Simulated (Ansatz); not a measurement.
Nudged elastic band run: H3W12C13

The input (input.yaml):

```yaml
crystal:
  lattice:
    - [5.8108, 0.0, 0.0]
    - [-2.9054, 5.0323, 0.0]
    - [0.0, 0.0, 19.100375]
  atoms:
    - { symbol: W, position: [0.0, 0.0, 0.052355] }
    - { symbol: C, position: [0.3333333, 0.1666667, 0.126703] }
    - { symbol: W, position: [0.00099722, 0.00084186, 0.20136931] }
    - { symbol: C, position: [0.33547075, 0.16624326, 0.27328146] }
    - { symbol: W, position: [-0.00450193, -0.00093359, 0.3518153] }
    - { symbol: C, position: [0.33164431, 0.15456783, 0.41584135] }
    - { symbol: W, position: [0.0, 0.5, 0.052355] }
    - { symbol: C, position: [0.3333333, 0.6666667, 0.126703] }
    - { symbol: W, position: [0.00078436, 0.50129829, 0.20188821] }
    - { symbol: C, position: [0.33166163, 0.66502606, 0.27484842] }
    - { symbol: W, position: [-0.00407144, 0.50011247, 0.35432213] }
    - { symbol: C, position: [0.40391816, 0.69823201, 0.43383014] }
    - { symbol: W, position: [0.5, 0.0, 0.052355] }
    - { symbol: C, position: [0.8333333, 0.1666667, 0.126703] }
    - { symbol: W, position: [0.50111064, 0.00027903, 0.20142028] }
    - { symbol: C, position: [0.83430828, 0.17299497, 0.27484498] }
    - { symbol: W, position: [0.50290893, -0.00147246, 0.35194108] }
    - { symbol: C, position: [0.83524148, 0.16287907, 0.41133258] }
    - { symbol: W, position: [0.5, 0.5, 0.052355] }
    - { symbol: C, position: [0.8333333, 0.6666667, 0.126703] }
    - { symbol: W, position: [0.49997752, 0.49991724, 0.20114619] }
    - { symbol: C, position: [0.83123654, 0.66344147, 0.2742434] }
    - { symbol: W, position: [0.49150004, 0.49020353, 0.3494124] }
    - { symbol: C, position: [0.81502135, 0.67331151, 0.41941321] }
    - { symbol: C, position: [0.58562634, 0.61504447, 0.46067307] }
    - { symbol: H, position: [0.30266307, 0.12790878, 0.47220356] }
    - { symbol: H, position: [0.5340834, 0.49501603, 0.50817576] }
    - { symbol: H, position: [0.22449915, 0.63028158, 0.46701467] }
basis:
  ecutwfc: 420.0
kpoints:
  mp_grid: { grid: [3, 3, 1] }
hamiltonian:
  xc: pbe
  pseudopotentials: { kind: paw, azcp: { folder: soft_1 } }
scf:
  occupations: { method: gaussian, width: 0.05 }
  lower_state_search: "off"
  max_iter: 60
neb:
  images: 3
  f_tol: 0.05
  max_iterations: 8
  order_check: false
  constraints: [{ sites: [0, 1, 6, 7, 12, 13, 18, 19] }]
  final_atoms:
    - { symbol: W, position: [0.0, 0.0, 0.05235499] }
    - { symbol: C, position: [0.33333334, 0.16666668, 0.12670301] }
    - { symbol: W, position: [-4.254e-05, -0.00021097, 0.20166576] }
    - { symbol: C, position: [0.33323143, 0.16652914, 0.27418441] }
    - { symbol: W, position: [-0.0004343, 0.00334479, 0.3520876] }
    - { symbol: C, position: [0.33150632, 0.16296813, 0.41997479] }
    - { symbol: W, position: [2.0e-08, 0.50000004, 0.05235499] }
    - { symbol: C, position: [0.33333336, 0.66666672, 0.12670301] }
    - { symbol: W, position: [-0.00014601, 0.49974039, 0.20172121] }
    - { symbol: C, position: [0.33401375, 0.66485237, 0.27356748] }
    - { symbol: W, position: [0.00114869, 0.50231209, 0.35400978] }
    - { symbol: C, position: [0.33489957, 0.68334772, 0.4112205] }
    - { symbol: W, position: [0.5, 0.0, 0.05235499] }
    - { symbol: C, position: [0.83333334, 0.16666668, 0.12670301] }
    - { symbol: W, position: [0.49980335, -0.00021988, 0.20166471] }
    - { symbol: C, position: [0.83253271, 0.16512025, 0.27384548] }
    - { symbol: W, position: [0.50376011, 0.00334134, 0.35208843] }
    - { symbol: C, position: [0.83411238, 0.16816795, 0.41842818] }
    - { symbol: W, position: [0.50000002, 0.50000004, 0.05235499] }
    - { symbol: C, position: [0.83333336, 0.66666672, 0.12670301] }
    - { symbol: W, position: [0.49977965, 0.4995794, 0.20161997] }
    - { symbol: C, position: [0.83077278, 0.66483911, 0.2735758] }
    - { symbol: W, position: [0.50152244, 0.50305727, 0.35366181] }
    - { symbol: C, position: [0.84846922, 0.68338692, 0.41122293] }
    - { symbol: C, position: [0.41973836, 0.33939633, 0.47533006] }
    - { symbol: H, position: [0.83818255, 0.17619976, 0.47552293] }
    - { symbol: H, position: [0.60535514, 0.39207098, 0.50269995] }
    - { symbol: H, position: [0.28681182, 0.39211503, 0.50269295] }
```

Run as:

```bash
$ ansatz run input.yaml --threads 4 --pin off --max-ram 10240MiB --backend cpu --events-out ev --progress --plain --runs-dir out
```

Output, in part (warnings, iteration lines):

```
NEB end point (image 0): max|allowed force component| = 5.557e-3 eV/Å (the criterion of neb.relax_end_points is 1.000e-2)
NEB end point (image 4): max|allowed force component| = 9.202e-3 eV/Å (the criterion of neb.relax_end_points is 1.000e-2)
NEB iter   1: max|band force component| = 1.445e1 eV/Å  barrier→ = 8.3521 eV  barrier← = 7.2032 eV  Δτ_max = 0.2000 Å  (70 SCF iters)
NEB iter   2: max|band force component| = 5.150e0 eV/Å  barrier→ = 4.8550 eV  barrier← = 3.7062 eV  Δτ_max = 0.2000 Å  (36 SCF iters)
NEB iter   3: max|band force component| = 3.437e0 eV/Å  barrier→ = 3.8814 eV  barrier← = 2.7326 eV  Δτ_max = 0.2000 Å  (34 SCF iters)
NEB iter   4: max|band force component| = 2.515e0 eV/Å  barrier→ = 2.7856 eV  barrier← = 1.6368 eV  Δτ_max = 0.2000 Å  (34 SCF iters)
NEB iter   5: max|band force component| = 1.983e0 eV/Å  barrier→ = 1.9387 eV  barrier← = 0.7899 eV  Δτ_max = 0.2000 Å  (26 SCF iters)
NEB iter   6: max|band force component| = 2.793e0 eV/Å  barrier→ = 1.8849 eV  barrier← = 0.7361 eV  Δτ_max = 0.1009 Å  (28 SCF iters)
NEB iter   7: max|band force component| = 1.643e0 eV/Å  barrier→ = 1.8626 eV  barrier← = 0.7137 eV  Δτ_max = 0.2000 Å  (28 SCF iters)
NEB iter   8: max|band force component| = 3.407e0 eV/Å  barrier→ = 1.8724 eV  barrier← = 0.7236 eV  Δτ_max = 0.0998 Å  (30 SCF iters)
Error: NEB band did not converge after 8 iterations: max|band force component| = 3.41e0 eV/Å (threshold 5.0e-2); raise `neb.max_iterations` in a new run, which can start from the last band evaluated (`neb.initial_path`, with `crystal.atoms` and `neb.final_atoms` set to its first and last images), …
```

The run ended unconverged. The band didn't meet its force threshold, so its energies are provisional: the largest band force was still 3.41 eV/Å, and over the last iterations the top moved between 1.86 and 1.88 eV. Neighbouring images lie up to 1.6 Å apart, so the band is torn or far too coarse. Limits of this set-up: coarse k mesh, thin slab, slab without dipole correction.

Final band (atoms are numbered from 1 in the order of the input):

| image | path coordinate (Å) | energy (eV) | C6–H26 (Å) | C12–C25 (Å) | C12–H28 (Å) |
| --- | --- | --- | --- | --- | --- |
| 0 | 0.00 | 0.00 | 1.09 | 1.46 | 1.11 |
| 1 | 1.55 | 1.52 | 1.21 | 1.53 | 1.10 |
| 2 | 3.12 | 0.93 | 2.36 | 2.53 | 1.10 |
| 3 | 4.75 | 1.87 | 3.08 | 2.03 | 1.56 |
| 4 | 6.38 | 1.15 | 3.09 | 2.59 | 2.35 |

Run time: 4.7 min on 4 threads of Intel(R) Xeon(R) Platinum 8488C (Sapphire Rapids), with other jobs on the host, peak memory 2.7 GiB.
